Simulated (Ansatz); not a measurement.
# Cl2Ge2H4O: the cost of one run

Method: RKS PBE-D4/def2-SVP, in Ansatz 0.2.0.

## Step 1: Starting point

Bond lengths: Ge1–Ge2 2.400 Å, Ge2–H3 1.550 Å, Ge2–H4 1.550 Å, Ge2–H5 1.550 Å, Ge1–Cl6 2.220 Å, Ge1–Cl7 2.218 Å, Ge1–O8 1.769 Å, O8–H9 1.010 Å. Angles: Ge1–Ge2–H3 109.5°, Ge1–Ge2–H4 109.5°, Ge1–Ge2–H5 109.5°, H3–Ge2–H4 109.4°, H3–Ge2–H5 109.4°, H4–Ge2–H5 109.4°, Ge2–Ge1–Cl6 109.5°, Ge2–Ge1–Cl7 109.5°, Ge2–Ge1–O8 109.5°, Cl6–Ge1–Cl7 109.5°, Cl6–Ge1–O8 109.5°, Cl7–Ge1–O8 109.5°, Ge1–O8–H9 109.5°.

As a file:

```xyz
9

Ge    0.0000    0.0000    0.0000
Ge    0.0000    0.0000    2.4000
H    -1.3958   -0.4318    2.9174
H     1.0719   -0.9929    2.9174
H     0.3240    1.4247    2.9174
Cl    2.0935    0.0000   -0.7393
Cl   -1.0456    1.8115   -0.7393
O    -0.8337   -1.4443   -0.5894
H    -1.2883   -1.9100    0.1830
```

## Step 2: Preparing the start

File input.yaml:

```yaml
crystal:
  periodic: [false, false, false]
  atoms:
    - { symbol: Ge, position_ang: [0.0, 0.0, 0.0] }
    - { symbol: Ge, position_ang: [0.0, 0.0, 2.4] }
    - { symbol: H, position_ang: [-1.3958, -0.4318, 2.9174] }
    - { symbol: H, position_ang: [1.0719, -0.9929, 2.9174] }
    - { symbol: H, position_ang: [0.324, 1.4247, 2.9174] }
    - { symbol: Cl, position_ang: [2.0935, 0.0, -0.7393] }
    - { symbol: Cl, position_ang: [-1.0456, 1.8115, -0.7393] }
    - { symbol: O, position_ang: [-0.8337, -1.4443, -0.5894] }
    - { symbol: H, position_ang: [-1.2883, -1.91, 0.183] }
basis:
  gaussian: { orbitals: def2-SVP }
hamiltonian:
  xc: pbe
  dispersion: d4
relax:
  f_tol: 0.02
  max_steps: 40
```

Run with:

```console
> ansatz run input.yaml --threads 4 --pin off --max-ram 5120MiB --backend cpu --events-out ev --progress --plain --runs-dir out
```

What time and memory should one allow on 4 threads of Arm Neoverse V2, shared host?

About 38 s, with a peak of 0.18 GiB.
